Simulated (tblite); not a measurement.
# C6H12O2Si2: the cost of one run

The runs use tblite 0.8.0 and PySCF 2.14.0, with density-fitted response routines of our own; the level of theory stands in each step. All values are computed, except where a source is named. Atoms are numbered from 0 throughout.

**1. The molecule as given**

22 atoms, charge 0, multiplicity 1; geometry from: force field or distance geometry start.

Bonds of the start (Å): O0–C1 1.20, C1–C2 1.50, C2–C3 1.47, C3–C4 1.46, C4–Si5 1.85, C4–C6 1.34, C6–O7 1.40, O7–Si8 1.75, C3–C9 1.52, C9–C1 1.48, C2–H10 1.12, C2–H11 1.11, C3–H12 1.12, Si5–H13 1.49, Si5–H14 1.48, Si5–H15 1.45, C6–H16 1.08, Si8–H17 1.48, Si8–H18 1.46, Si8–H19 1.47, C9–H20 1.12, C9–H21 1.09.

**2. Relaxing the molecule with GFN2-xTB**

Job settings and geometry (Å):

```
{"job": {"kind": "relax", "xc": "GFN2-xTB", "basis": "xTB"}, "charge": 0, "multiplicity": 1}
O     -3.868000    -1.551400     0.233900
C     -2.852300    -0.934800     0.044600
C     -2.111800    -0.349300    -1.125600
C     -0.879600    -0.496200    -0.334900
C      0.121600     0.560900    -0.329200
Si    -0.284500     2.362100    -0.309800
C      1.419500     0.233100    -0.373000
O      1.827000    -1.102800    -0.389100
Si     3.546200    -1.363000    -0.237300
C     -1.756300    -0.454200     0.911800
H     -2.227800    -1.022400    -2.012000
H     -2.497100     0.676800    -1.327400
H     -0.490100    -1.540100    -0.410200
H      0.034900     2.920100     1.032200
H      0.666600     3.029200    -1.224100
H     -1.659800     2.629600    -0.675600
H      2.147000     1.037300    -0.373000
H      4.018300    -0.809700     1.049900
H      3.891900    -2.770400    -0.374900
H      4.165300    -0.551900    -1.297200
H     -1.854300     0.615100     1.244900
H     -1.367100    -1.098700     1.699000
```

Run with:

```sh
> OMP_NUM_THREADS=1 python probes_run.py task.json out
```

This one command runs all jobs of the session in turn.

**Question.** How long does this first job take on 1 thread of Arm Neoverse V1, shared host?

About 1.5 s.
